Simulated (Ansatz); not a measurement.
# FH4SbSi: small, medium and large basis sets

The task here is to estimate one member of a computed series from the others.

Method: one geometry, several basis sets; program: Ansatz 0.2.0, Gaussian basis.

Levels to be run: PBE0-D4/def2-SVP; ωB97M-V/def2-SVP; PBE0-D4/def2-QZVPP; ωB97M-V/def2-QZVPP; the functionals' def2-TZVPP values are taken from earlier runs.

1 further run of the same task is left out (for a known fault of the program).

## Structure used throughout

All runs share one geometry, relaxed beforehand with PBE0-D4 in a triple-zeta def2 set. Sb takes the def2 core potential; no spin-orbit term is included.

SMILES `F[SiH2][SbH2]`, 7 atoms, charge 0, spin multiplicity 1.

Atoms are counted from 1 here; the program's logs count them from 0.

Bond lengths: F1–Si2 1.606 Å, Si2–Sb3 2.571 Å, Si2–H4 1.484 Å, Si2–H5 1.486 Å, Sb3–H6 1.708 Å, Sb3–H7 1.711 Å. Angles: F1–Si2–Sb3 108.7°, F1–Si2–H4 107.4°, F1–Si2–H5 107.7°, Sb3–Si2–H4 113.7°, Sb3–Si2–H5 109.6°, H4–Si2–H5 109.6°, Si2–Sb3–H6 91.0°, Si2–Sb3–H7 88.0°, H6–Sb3–H7 91.3°.

The first run:

File in.yaml:

```yaml
crystal:
  periodic: [false, false, false]
  atoms:
    - {symbol: F, position_ang: [-2.129371, 0.590333, -0.111032]}
    - {symbol: Si, position_ang: [-0.742803, -0.101110, -0.534879]}
    - {symbol: Sb, position_ang: [1.167510, 1.012189, 0.776323]}
    - {symbol: H, position_ang: [-0.875350, -1.556077, -0.273883]}
    - {symbol: H, position_ang: [-0.549593, 0.128203, -1.990255]}
    - {symbol: H, position_ang: [0.945271, -0.069417, 2.079236]}
    - {symbol: H, position_ang: [2.245635, -0.072120, 0.008792]}
basis:
  gaussian: {orbitals: def2-SVP}
hamiltonian: {xc: pbe0, dispersion: d4}
output: {orbitals: {seedname: orbitals}}
```

Started as:

```sh
$ ansatz run in.yaml --threads 2 --pin off --events-out ev --progress --plain --max-ram 4352MiB
```

Among the steps run: PBE0-D4 in def2-SVP; ωB97M-V in def2-SVP; PBE0-D4 in def2-QZVPP; ωB97M-V in def2-QZVPP.

One of the session's tables, all rows but one given; the rest of the session is left out.

```
functional       basis  HOMO (eV)
   PBE0-D4    def2-SVP      -7.36
   PBE0-D4  def2-TZVPP          ?
   PBE0-D4  def2-QZVPP      -7.42
   ωB97M-V    def2-SVP      -9.32
   ωB97M-V  def2-TZVPP      -9.39
   ωB97M-V  def2-QZVPP      -9.40
```

Estimate the missing values for PBE0-D4, def2-TZVPP.

As computed: HOMO (eV): -7.40. In the column «HOMO (eV)» it lies between PBE0-D4, def2-QZVPP (-7.42) and PBE0-D4, def2-SVP (-7.36).
